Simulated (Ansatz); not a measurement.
# TiC: the cost of one run

Method: DFT PBEsol, scalar-relativistic, in Ansatz 0.2.0.

**1. The structure to begin with**

Symmetry: Fm-3m, No. 225, cubic system. Conventional cell: a = 4.328 Å, b = 4.328 Å, c = 4.328 Å, α = 90.00°, β = 90.00°, γ = 90.00°. Around Ti (site symmetry m-3m) lie 6 C at 2.16 Å. Around C (site symmetry m-3m) lie 6 Ti at 2.16 Å.

Structure file:

```cif
data_structure
_symmetry_space_group_name_H-M 'Fm-3m'
_symmetry_Int_Tables_number 225
_cell_length_a 4.3280
_cell_length_b 4.3280
_cell_length_c 4.3280
_cell_angle_alpha 90.000
_cell_angle_beta 90.000
_cell_angle_gamma 90.000
_cell_volume 81.07
loop_
_atom_site_label
_atom_site_type_symbol
_atom_site_symmetry_multiplicity
_atom_site_Wyckoff_symbol
_atom_site_fract_x
_atom_site_fract_y
_atom_site_fract_z
_atom_site_occupancy
Ti1 Ti 4 a 0.00000 0.00000 0.00000 1
C1 C 4 b 0.50000 0.00000 0.00000 1
```

The file gives the conventional cell by its symmetry; the runs use the cell typed in the input.

Atoms are numbered in the order of the input: Ti1, C2.

**2. The deformed structure**

Space group Fm-3m before, R-3m after.

**3. All-electron LAPW**

input.yaml

```yaml
crystal:
  lattice:
    - [0.02164, 2.17482, 2.17482]
    - [2.17482, 0.02164, 2.17482]
    - [2.17482, 2.17482, 0.02164]
  atoms:
    - { symbol: Ti, position: [0.0, 0.0, 0.0] }
    - { symbol: C, position: [0.5, 0.5, 0.5] }
kpoints:
  mp_grid: { grid: [14, 14, 14] }
  band_path:
    path:
      - [0.0, 0.0, 0.0]
      - [0.5, 0.5, 0.5]
      - [0.247543133, 0.5, 0.752456867]
      - [-0.247543133, 0.247543133, 0.5]
      - [0.0, 0.0, 0.5]
      - [0.0, 0.0, 0.0]
      - [-0.3737715665, 0.0, 0.3737715665]
      - [0.0, 0.3737715665, 0.6262284335]
      - [0.0, 0.5, 0.5]
    npoints: 5
scf:
  occupations: { method: fermi_dirac, width: 0.03 }
hamiltonian:
  xc: pbesol
  pseudopotentials: { kind: all_electron, lapw: { basis_error: 0.00025 } }
output:
  forces: true
  stress: true
  eigenvalues: true
```

Run with:

```bash
$ ansatz run input.yaml --threads 1 --pin off --max-ram 3072MiB --backend cpu --events-out ev --progress --plain --runs-dir out
```

What time and memory should one allow on 1 thread of Arm Neoverse V2, shared host?

About 53 s, with a peak of 0.73 GiB.
